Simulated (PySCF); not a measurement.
# Solver options tried on LaIr (triplet)

Do solver options change the result for LaIr (triplet), or only the number of cycles?

Method: method and basis as typed in the scripts; program: PySCF 2.14.0.

2 further runs of the same task are left out: 2 that didn't finish.

## (1) Starting geometry

LaIr (triplet): 2 atoms, charge 0, spin multiplicity 3.

Bond lengths: La1–Ir2 2.919 Å.

## (2) Base script

input.py

```python
from pyscf import gto, scf

mol = gto.M(
    atom='La 0 0 0; Ir 0 0 2.919',
    basis='def2-tzvp',
    ecp={'La': 'def2-tzvp', 'Ir': 'def2-tzvp'},
    charge=0,
    spin=2,
    verbose=4,
)
mf = scf.UHF(mol)
mf.level_shift = 0.3
mf = mf.newton()
mf.kernel()
mf.stability(internal=True, external=True)
mf.dip_moment()
print('orbital energies (hartree):', [e[max(0, n-3):n+3].round(4) for e, n in zip(mf.mo_energy, mol.nelec)])
```

Started as:

```sh
$ python input.py
```

The log of this run is left out.

It gives: E(SCF) = -134.510291 Eh, 13 macro-iterations, ⟨S²⟩ = 3.514, μ = 2.50 D, internal unstable; real -> complex unstable; UHF/UKS -> GHF/GKS unstable.

⟨S²⟩ = 3.51 against 2.00 for a pure state: the determinant is spin-contaminated. The bond length is a typed value, not an optimised one. No search for the lowest state was made; open d or f shells can end in a higher solution. A lower solution of the same kind exists, so this energy is an upper bound. The triplet is typed in the script; nothing here shows that it is the ground state.

## (3) Initial guess 1e

Variant 1 changes initial guess: minao → 1e.

input.py

```python
from pyscf import gto, scf

mol = gto.M(
    atom='La 0 0 0; Ir 0 0 2.919',
    basis='def2-tzvp',
    ecp={'La': 'def2-tzvp', 'Ir': 'def2-tzvp'},
    charge=0,
    spin=2,
    verbose=4,
)
mf = scf.UHF(mol)
mf.init_guess = '1e'
mf.level_shift = 0.3
mf = mf.newton()
mf.kernel()
mf.stability(internal=True, external=True)
mf.dip_moment()
print('orbital energies (hartree):', [e[max(0, n-3):n+3].round(4) for e, n in zip(mf.mo_energy, mol.nelec)])
```

Started as:

```sh
$ python input.py
```

## (4) Initial guess chk

Variant 2 changes initial guess: minao → chk.

Changes to input.py since step 2:

```diff
@@ -11,2 +11,3 @@
 mf = scf.UHF(mol)
+mf.init_guess = 'chk'
 mf.level_shift = 0.3
```

## (5) Convergence threshold 1e-05 hartree

Variant 3 changes convergence threshold: default → 1e-05 hartree.

Changes to input.py since step 2:

```diff
@@ -11,2 +11,3 @@
 mf = scf.UHF(mol)
+mf.conv_tol = 1e-05
 mf.level_shift = 0.3
```

Before running it: what results should come out? Wanted: for each run, E(SCF); from base; gap, α spin; SCF dipole; after the SCF.

The runs gave:

```csv
run,E(SCF) (hartree),from base (eV),cycles,"gap, α spin (eV)",SCF dipole (D),after the SCF
base,-134.510291,0,13 macro,5.43,2.50,"unstable: internal, real -> complex, UHF/UKS -> GHF/GKS"
initial guess 1e,-134.544499,-0.9308,28 macro,5.54,2.85,unstable: UHF/UKS -> GHF/GKS
initial guess chk,-134.510291,0.0000,13 macro,5.43,2.50,"unstable: internal, real -> complex, UHF/UKS -> GHF/GKS"
convergence threshold 1e-05 hartree,-134.485706,+0.6690,5 macro,6.05,2.65,"unstable: internal, real -> complex, UHF/UKS -> GHF/GKS"
```

Distance from each run's final energy (log10 hartree) by cycle:

```csv
run,cycle 1,cycle 2,cycle 3,cycle 5,cycle 8,cycle 12
base,-0.7,-1.3,-1.6,-1.6,-2.7,< -11
initial guess 1e,2.0,1.9,1.6,1.2,0.2,-1.0
initial guess chk,-0.7,-1.3,-1.6,-1.6,-2.7,< -11
convergence threshold 1e-05 hartree,-0.7,-1.6,-3.8,< -11,done,done
```

In words: With initial guess chk the SCF ends at the base energy. PySCF falls back to minao for a guess that it doesn't know or can't read, so that run repeats the base. Of the runs whose energies can be compared, “initial guess 1e” moves the SCF energy most (-0.931 eV). With initial guess 1e the SCF ends in another solution, 0.93 eV lower: the path to self-consistency decides the state here.
